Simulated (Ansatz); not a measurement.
What does this script print? It uses Ansatz 0.2.0 through its Python package.

`mos2.py`:
```python
"""Band structure of MoS2."""

from pathlib import Path
import warnings

import ansatz as az
import matplotlib.pyplot as plt
import numpy as np
from pymatgen.core import Lattice, Structure
from pymatgen.io.ase import AseAtomsAdaptor


def main() -> None:
    warnings.simplefilter("ignore", az.DeckWarning)

    pmg_structure = Structure(
        Lattice([(3.22746, 0.0, 0.0), (-1.61373, 2.79507, 0.0), (0.0, 0.0, 6.31247)]),
        ["Mo", "S", "S"],
        [
            (0.0, 0.0, 0.5),
            (1 / 3, 2 / 3, 0.25532),
            (2 / 3, 1 / 3, 0.74468),
        ],
    )
    system = az.Crystal.from_ase(AseAtomsAdaptor.get_atoms(pmg_structure))

    # high-symmetry points in fractions of the reciprocal vectors
    path = [
        ("G", (0.0, 0.0, 0.0)),
        ("M", (0.5, 0.0, 0.0)),
        ("K", (0.33333, 0.33333, 0.0)),
        ("G", (0.0, 0.0, 0.0)),
        ("A", (0.0, 0.0, 0.5)),
        ("L", (0.5, 0.0, 0.5)),
    ]
    calc = (
        system.calculation()
        .functional("lda")
        .pseudopotentials("paw")
        .basis(450)  # a bare number is in eV
        .kpoints(10, 10, 5)
        .occupations(az.OccupationsMethod.FERMI_DIRAC, width=0.05)  # the run then minimises F = E - TS
        .band_structure([point for _, point in path], intervals=6)  # levels along the path at the converged density
        .scf(extra_bands=8)
        .density()  # keep the density on its grid
        .potential()  # keep the local potentials
        .electron_localization_function()  # 1 for a lone pair or bond, 0.5 for a uniform gas
        .output_files(volumetric_format="npy")
    )
    out = calc.run()
    rep = out.report

    print("%-22s %14.5f eV" % ("F = E - TS", rep["free_energy_ev"]))
    print("%-22s %14.5f eV" % ("E", rep["internal_energy_ev"]))
    print("%-22s %14.5f eV" % ("Harris-Foulkes", rep["harris_foulkes_ev"]))
    print("%-22s %14.5f eV" % ("Fermi level", rep["fermi_energy_ev"]))

    folder = Path(out.write_results("fields"))
    print("densities in e/A^3, potentials in eV, ELF without unit")
    for name in sorted(p.name for p in folder.glob("*.npy")):
        field = np.load(folder / name)
        print(f"{name:16s} {str(field.shape):16s} min {field.min():10.4f}  mean {field.mean():10.4f}  max {field.max():10.4f}")

    bands = out.band_structure()
    fermi = bands.fermi_energy_ev
    print(f"zero of the bands: {fermi:.3f} eV, the Fermi level found on the SCF mesh")
    reciprocal = 2 * np.pi * np.linalg.inv(out.lattice.cell_ang).T
    steps = np.linalg.norm(np.diff(bands.kpoints_frac @ reciprocal, axis=0), axis=1)
    distance = np.concatenate([[0], np.cumsum(steps)])
    fig, ax = plt.subplots(figsize=(5, 4))
    for channel, colour in zip(bands.channels, ("C0", "C3")):
        ax.plot(distance, channel.eigenvalues_ev - fermi, colour, lw=1)
    ax.set_xticks(distance[::6], [label for label, _ in path])
    ax.set(ylim=(-4, 4), ylabel="E - E_F (eV)", xlim=(0, distance[-1]))
    ax.grid(axis="x")
    fig.savefig("bands.png", dpi=100)
    first = bands.channels[0].eigenvalues_ev - fermi
    near = np.argsort(np.abs(first.mean(axis=0)))[:4]
    for band in sorted(near):
        print(f"band {band + 1}: {first[:, band].min():.3f} to {first[:, band].max():.3f} eV")


if __name__ == "__main__":
    main()
```

Output of `python mos2.py`:
```text
F = E - TS                -6583.95968 eV
E                         -6583.95138 eV
Harris-Foulkes            -6583.95968 eV
Fermi level                   9.91690 eV
densities in e/A^3, potentials in eV, ELF without unit
elf.npy          (24, 24, 45)     min     0.0021  mean     0.3803  max     0.9425
rho.npy          (24, 24, 45)     min     0.0064  mean     0.4566  max     6.6079
v_es.npy         (24, 24, 45)     min   -86.1465  mean     4.4965  max    14.9941
v_tot.npy        (24, 24, 45)     min  -113.1083  mean    -6.3415  max    10.8977
zero of the bands: 9.917 eV, the Fermi level found on the SCF mesh
band 12: -3.464 to -1.014 eV
band 13: -1.761 to 0.552 eV
band 14: -0.400 to 0.914 eV
band 15: -0.366 to 1.650 eV
```

Reading the output:
- Absolute energies stand on the zero of these potentials, so only differences at equal settings mean something. A total without «per atom» is that of the cell as typed.
- Spin is left out of this run.
- Only differences from the Fermi energy are physical; the zero of the scale is a convention.
- The fields are valence quantities on the plane-wave grid; their values near the nuclei depend on the potentials.
- This cell is a computed structure, which may not be the phase found in nature.
- Levels are Kohn-Sham eigenvalues on this mesh, without spin-orbit coupling.
- Finished in 6.2 s on 1 thread of Intel(R) Xeon(R) Processor @ 2.30GHz, with other jobs on the host, peak memory 0.62 GiB.
